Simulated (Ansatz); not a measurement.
# CH3F2Si (SMILES C[Si](F)F): UHF/STO-3G

Aim: the vertical electron affinity of CH3F2Si at UHF/STO-3G, from 2 runs. 

The results are computed with Ansatz 0.2.0.

34 further runs of the same task are left out: 34 set aside as unsound or not needed.

## Step 1: The molecule

The species is CH3F2Si (7 atoms), meant as a doublet with charge 0. As SMILES, `C[Si](F)F`. Geometry: relaxed at PBE0-D4/def2-TZVP.

Bond lengths: C1–Si2 1.860 Å, Si2–F3 1.598 Å, Si2–F4 1.598 Å, C1–H5 1.091 Å, C1–H6 1.091 Å, C1–H7 1.094 Å. Angles: C1–Si2–F3 108.7°, C1–Si2–F4 108.7°, F3–Si2–F4 106.1°, Si2–C1–H5 110.5°, Si2–C1–H6 110.5°, Si2–C1–H7 108.7°, H5–C1–H6 109.0°, H5–C1–H7 109.0°, H6–C1–H7 109.0°.

## Step 2: A single-point energy at UHF/STO-3G

input.yaml reads:

```yaml
basis:
  gaussian:
    orbitals: STO-3G
crystal:
  periodic: [false, false, false]
  atoms:
    - {symbol: C, position_ang: [-0.274200, 0.729000, -0.218000]}
    - {symbol: Si, position_ang: [0.785100, -0.790400, -0.045500]}
    - {symbol: F, position_ang: [1.077400, -1.037600, 1.505800]}
    - {symbol: F, position_ang: [-0.050900, -2.056800, -0.546000]}
    - {symbol: H, position_ang: [-0.539200, 0.893800, -1.263500]}
    - {symbol: H, position_ang: [0.252700, 1.607700, 0.157300]}
    - {symbol: H, position_ang: [-1.189800, 0.586300, 0.364200]}
magnetization:
  spin_polarized: true
  initial_magnetization: 1
hamiltonian:
  xc: hf
accuracy: high
output:
  orbitals: {seedname: orbitals}
```

The run is started by

```console
$ ansatz run input.yaml --threads 1 --pin off --max-ram 3480MiB --events-out events.jsonl --progress --plain --runs-dir runs
```

The program printed:

```text
Warning: RAYON_NUM_THREADS=1 ignored (pool sized by the plan → 1); use --threads N
Functional definition: HF
  name "HF"
  exchange = exact_x
  correlation = 0
541 factors; integrals over basis functions are off by at most 2.8e-8 eV
mean field evaluation 1: about -14169.9575 eV, gradient 1.6e1 eV
mean field evaluation 2: about -14170.0627 eV, gradient 1.6e1 eV
mean field evaluation 4: about -14172.6491 eV, gradient 1.5e0 eV
mean field evaluation 8: about -14172.7025 eV, gradient 2.7e-4 eV
mean field -14172.70020128 eV, -520.8371257957 hartree, gradient 1.8e-8 eV, S^2 0.754140; 0 other end points of the search recorded, 0 dependent functions left out
reference -14172.70020128 eV, -520.8371257957 hartree; 21, 20 occupied and 6, 7 virtual orbitals, 541 factors
Total energy: -14172.70020128 eV, -520.8371257957 hartree
```

Run time: 0.24 s. Hardware: 1 thread of Arm Neoverse V2, shared host.

## Step 3: The singlet anion, same level

molecule.yaml reads:

```yaml
crystal:
  periodic: [false, false, false]
  atoms:
    - {symbol: C, position_ang: [-0.274200, 0.729000, -0.218000]}
    - {symbol: Si, position_ang: [0.785100, -0.790400, -0.045500]}
    - {symbol: F, position_ang: [1.077400, -1.037600, 1.505800]}
    - {symbol: F, position_ang: [-0.050900, -2.056800, -0.546000]}
    - {symbol: H, position_ang: [-0.539200, 0.893800, -1.263500]}
    - {symbol: H, position_ang: [0.252700, 1.607700, 0.157300]}
    - {symbol: H, position_ang: [-1.189800, 0.586300, 0.364200]}
basis:
  gaussian:
    orbitals: STO-3G
accuracy: high
hamiltonian:
  xc: hf
output: {orbitals: {seedname: orbitals}}
total_charge: -1
```

The run is started by

```console
$ ansatz run molecule.yaml --threads 1 --pin off --max-ram 3480MiB --events-out events.jsonl --progress --plain --runs-dir runs
```

The program printed:

```text
Warning: RAYON_NUM_THREADS=1 ignored (pool sized by the plan → 1); use --threads N
[... 4 set-up lines as earlier in the session ...]
541 factors; integrals over basis functions are off by at most 2.8e-8 eV
mean field evaluation 1: about -14166.2354 eV, gradient 1.4e1 eV
mean field evaluation 2: about -14166.3672 eV, gradient 1.4e1 eV
mean field evaluation 4: about -14167.3901 eV, gradient 1.2e0 eV
mean field evaluation 8: about -14167.4003 eV, gradient 1.5e-2 eV
mean field -14167.40032644 eV, -520.6423589880 hartree, gradient 2.2e-8 eV, S^2 0.000000; 0 other end points of the search recorded, 0 dependent functions left out
reference -14167.40032644 eV, -520.6423589880 hartree; 21, 21 occupied and 6, 6 virtual orbitals, 541 factors
Total energy: -14167.40032644 eV, -520.6423589880 hartree
```

Run time: 0.18 s. Hardware: 1 thread of Arm Neoverse V2, shared host.

## Step 4: Results

At UHF/STO-3G:

```
                                                            quantity          value
                                       doublet CH3F2Si: total energy  -520.83713 Eh
                 doublet CH3F2Si: HOMO energy (highest over α and β)       -6.32 eV
                  doublet CH3F2Si: LUMO energy (lowest over α and β)        5.80 eV
                                               doublet CH3F2Si: ⟨S²⟩          0.754
                                         singlet anion: total energy  -520.64236 Eh
                                          singlet anion: HOMO energy        4.82 eV
                                          singlet anion: LUMO energy       23.06 eV
singlet anion: HOMO–LUMO gap (to an unbound level, set by the basis)       18.24 eV
                   vertical electron affinity (to the singlet anion)      -5.300 eV
```

**Reading.** The anion lies 5.30 eV (511 kJ/mol) above the neutral: the electron isn't bound at this level, and such a value depends on the basis. Without diffuse functions anions come out too high. Hartree–Fock misses the correlation that binds many anions. In a minimal basis such a difference can be off by several eV, whatever the method. The HOMO (singlet anion) lies at positive energy, 4.82 eV: the electron is unbound at this level or held by a compact basis; values depend on the basis.
